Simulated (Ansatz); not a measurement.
# ClF4H2Ta: the cost of one run

All numbers below are computed with Ansatz 0.2.0 (RKS B3LYP-D4/def2-SVP).

**1. The starting structure**

Bond lengths: Ta1–F2 2.280 Å, Ta1–F3 1.930 Å, Ta1–F4 1.930 Å, Ta1–Cl5 2.470 Å, Ta1–F6 1.930 Å, Ta1–H7 2.100 Å, Ta1–H8 2.221 Å. Angles (14 of 21 angles, heavy atoms first): F2–Ta1–F3 90.0°, F2–Ta1–F4 90.0°, F2–Ta1–Cl5 120.0°, F2–Ta1–F6 120.0°, F3–Ta1–F4 180.0°, F3–Ta1–Cl5 90.0°, F3–Ta1–F6 90.0°, F4–Ta1–Cl5 90.0°, F4–Ta1–F6 90.0°, Cl5–Ta1–F6 120.0°, F2–Ta1–H7 71.6°, F2–Ta1–H8 40.9°, F3–Ta1–H7 115.6°, F3–Ta1–H8 107.4°.

Coordinates:

```xyz
8

Ta    0.0000    0.0000    0.0000
F     2.2800    0.0000    0.0000
F     0.0000    0.0000    1.9300
F     0.0000    0.0000   -1.9300
Cl   -1.2350    2.1390    0.0000
F    -0.9650   -1.6714    0.0000
H     0.6622    1.7736   -0.9088
H     1.6779    1.2951   -0.6636
```

**2. A restrained relaxation towards end A**

Springs on the bonds that form and break draw the guess towards this end; the thresholds are loose.

input.yaml

```yaml
crystal:
  periodic: [false, false, false]
  atoms:
    - { symbol: Ta, position_ang: [0.0, 0.0, 0.0] }
    - { symbol: F, position_ang: [2.28, 0.0, 0.0] }
    - { symbol: F, position_ang: [0.0, 0.0, 1.93] }
    - { symbol: F, position_ang: [0.0, 0.0, -1.93] }
    - { symbol: Cl, position_ang: [-1.235, 2.139, 0.0] }
    - { symbol: F, position_ang: [-0.965, -1.6714, 0.0] }
    - { symbol: H, position_ang: [0.6622, 1.7736, -0.9088] }
    - { symbol: H, position_ang: [1.6779, 1.2951, -0.6636] }
basis:
  gaussian: { orbitals: def2-SVP }
hamiltonian:
  xc: b3lyp
  dispersion: d4
relax:
  f_tol: 0.15
  max_steps: 25
  restrain:
    - { distance: [0, 6], at: 3.0, k: 30.0 }
    - { distance: [7, 1], at: 2.12, k: 30.0 }
    - { distance: [0, 1], at: 1.93, k: 30.0 }
    - { distance: [7, 6], at: 0.66, k: 30.0 }
```

Command:

```
$ ansatz run input.yaml --threads 2 --pin off --max-ram 3072MiB --backend cpu --events-out ev --progress --plain --runs-dir out
```

Q: Estimate wall time and peak memory on 2 threads of Arm Neoverse V2, shared host.

About 35 s, with a peak of 0.28 GiB.
